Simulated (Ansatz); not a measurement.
# ZnNH2−: single points off equilibrium

A test off equilibrium: a structure displaced at random from a GFN2-xTB minimum is computed at several levels, and each is set against CCSD(T).

Computed with Ansatz 0.2.0, Gaussian basis. Level: single points in def2-TZVPPD.

Correlated methods freeze the cores. The 3s and 3p shells of Cu and Zn are frozen; filled d shells are correlated.

## 1. The starting structure

4 atoms, charge -1, spin multiplicity 1.

Atoms are counted from 1 here; the program's logs count them from 0.

Bond lengths: N1–Zn2 1.788 Å, N1–H3 1.042 Å, Zn2–H4 1.916 Å. Angles: Zn2–N1–H3 93.3°, N1–Zn2–H4 130.7°.

Coordinates:

```xyz
4

N    -0.27730   -1.21730    0.47750
Zn    0.80160    0.19660    0.28980
H    -1.03950   -0.78750   -0.08910
H     0.54190    1.84950   -0.64320
```

## 2. CCSD(T)/def2-TZVPPD

run/in.yaml

```yaml
crystal:
  periodic: [false, false, false]
  atoms:
    - {symbol: N, position_ang: [-0.277300, -1.217300, 0.477500]}
    - {symbol: Zn, position_ang: [0.801600, 0.196600, 0.289800]}
    - {symbol: H, position_ang: [-1.039500, -0.787500, -0.089100]}
    - {symbol: H, position_ang: [0.541900, 1.849500, -0.643200]}
basis:
  gaussian: {orbitals: "def2-TZVPPD.json"}
total_charge: -1
correlation: {method: ccsd_t, frozen_orbitals: {H: 0, "N": 1, Zn: 9}}
output: {forces: true}
```

The basis file named in the input lies beside it (Basis Set Exchange, JSON).

The command line of these runs was not kept.

## 3. PBE0-D4/def2-TZVPPD

run/in.yaml: that of step 2 with these lines changed.

```diff
@@ -10,3 +10,3 @@
 total_charge: -1
-correlation: {method: ccsd_t, frozen_orbitals: {H: 0, "N": 1, Zn: 9}}
-output: {forces: true}
+hamiltonian: {xc: pbe0, dispersion: d4}
+output: {forces: true, orbitals: {seedname: orbitals}}
```

## 4. wB97M-V/def2-TZVPPD

run/in.yaml: that of step 3 with these lines changed.

```diff
@@ -10,3 +10,3 @@
 total_charge: -1
-hamiltonian: {xc: pbe0, dispersion: d4}
-output: {forces: true, orbitals: {seedname: orbitals}}
+hamiltonian: {xc: {name: wB97M-V}}
+output: {forces: true}
```

## 5. r2SCAN-D4/def2-TZVPPD

run/in.yaml: that of step 4 with these lines changed.

```diff
@@ -10,3 +10,3 @@
 total_charge: -1
-hamiltonian: {xc: {name: wB97M-V}}
+hamiltonian: {xc: r2scan, dispersion: d4}
 output: {forces: true}
```

## 6. PBE-D4/def2-TZVPPD

run/in.yaml: that of step 5 with these lines changed.

```diff
@@ -10,3 +10,3 @@
 total_charge: -1
-hamiltonian: {xc: r2scan, dispersion: d4}
+hamiltonian: {xc: pbe, dispersion: d4}
 output: {forces: true}
```

## 7. LC-wPBE/def2-TZVPPD

run/in.yaml: that of step 6 with these lines changed.

```diff
@@ -10,3 +10,3 @@
 total_charge: -1
-hamiltonian: {xc: pbe, dispersion: d4}
+hamiltonian: {xc: {name: LC-wPBE}}
 output: {forces: true}
```

## 8. SPW92/def2-TZVPPD

run/in.yaml: that of step 7 with these lines changed.

```diff
@@ -10,3 +10,3 @@
 total_charge: -1
-hamiltonian: {xc: {name: LC-wPBE}}
+hamiltonian: {xc: lda}
 output: {forces: true}
```

(Steps that only read results are left out.)

Q: Predict the outcome of this session. Wanted: RMS force component; RMS force error; HOMO and LUMO, PBE0-D4; T1 diagnostic.

As calculated:

| quantity | value |
| --- | --- |
| RMS force component | 0.885 to 0.970 eV/Å over the methods |
| RMS force error | PBE0-D4 0.157, wB97M-V 0.198, r2SCAN-D4 0.162, PBE-D4 0.146, LC-wPBE 0.442, SPW92 0.355 eV/Å |
| HOMO and LUMO, PBE0-D4 | 0.08 and 2.83 eV |
| T1 diagnostic | 0.026 |

The forces of PBE-D4 come nearest to CCSD(T), those of LC-wPBE are farthest. Frozen-core CCSD(T) forces in triple zeta carry basis errors of their own, and this is one geometry, so small gaps rank nothing. The T1 diagnostic is large here, over the usual mark for main-group molecules (transition-metal compounds often pass it harmlessly), so CCSD(T) itself may be off. The restricted Hartree–Fock reference is unstable towards an unrestricted one at one or more of these structures.
